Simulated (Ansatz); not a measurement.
# Nb4N: the cost of one run

Computed with Ansatz 0.2.0 (DFT PBE, scalar-relativistic, plane waves, PAW, unless a step's input says otherwise).

The COD entry's cell or inner coordinates are ideal or old and differ from later refinements, so a difference from it is no clean test against experiment.

2 further runs of the same task are left out: 2 set aside as unsound or not needed.

**1. The structure to begin with**

The structure is monoclinic, space group Cm (No. 8). The conventional cell has a = 4.683 Å, b = 4.683 Å, c = 21.799 Å, α = 90.00°, β = 90.00°, γ = 90.00°. Around Nb (site symmetry m) lie 9 Nb at 2.87 to 3.31 Å. Nb (site symmetry m) has 9 Nb at 2.85 to 3.14 Å as nearest neighbours. Nb (site symmetry m) is surrounded by 8 Nb at 2.79 to 2.85 Å. Nb (site symmetry m) is surrounded by 1 N at 2.06 Å. N (site symmetry m) is surrounded by 1 Nb at 2.06 Å.

Structure file:

```
Nb N
1.0
     3.31112    0.00000    0.00000
     0.00000    3.31112    0.00000
     0.00000    0.00000   21.79930
Nb N
4 1
Direct
  0.50000 0.50000 0.18349
  0.00000 0.00000 0.25944
  0.50000 0.50000 0.33369
  0.00000 0.00000 0.40365
  0.12500 0.12500 0.49448
```

This is the geometry of the first run shown, built on a cell relaxed beforehand with the same method.

**2. The scan**

Atoms count from 1 in the order of the input.

N is moved along a line over the surface and along the normal, above a rigid substrate.

First coordinate, position of N5 along the diagonal of the surface cell, from above Nb4: 8 values from 0.00 to 4.10 Å, periodic. Second coordinate, height of N5 above the plane of Nb4: 8 values from 0.39 to 4.11 Å.

Nothing else is relaxed. Points are written as (first, second).

**3. Point (0.59 Å, 1.98 Å)**

The cell repeats along c, and a dipole correction in the vacuum removes the field between the copies.

input.yaml

```yaml
crystal:
  lattice:
    - [3.3111160015, 0.0, 0.0]
    - [0.0, 3.3111160015, 0.0]
    - [0.0, 0.0, 21.7993006655]
  atoms:
    - { symbol: Nb, position: [0.5, 0.5, 0.1834921249] }
    - { symbol: Nb, position: [0.0, 0.0, 0.2594375887] }
    - { symbol: Nb, position: [0.5, 0.5, 0.3336918596] }
    - { symbol: Nb, position: [0.0, 0.0, 0.4036505941] }
    - { symbol: "N", position: [0.125, 0.125, 0.494479196], spin: 3.0 }
basis:
  ecutwfc: 420
kpoints:
  mp_grid: { grid: [8, 8, 1] }
hamiltonian:
  xc: pbe
scf:
  occupations: { method: gaussian, width: 0.1 }
output:
  forces: true
  eigenvalues: true
  populations: true
magnetization:
  spin_polarized: true
efield:
  axis: 3
  dipole_correction: true
  ramp_width: 0.04
```

Launch:

```bash
ansatz run input.yaml --threads 1 --pin off --max-ram 3072MiB --backend cpu --events-out ev --progress --plain --runs-dir out
```

**Question.** How long does this run take on 1 thread of Arm Neoverse V1, shared host, and how much memory does it need?

About 65 s, with a peak of 0.56 GiB.
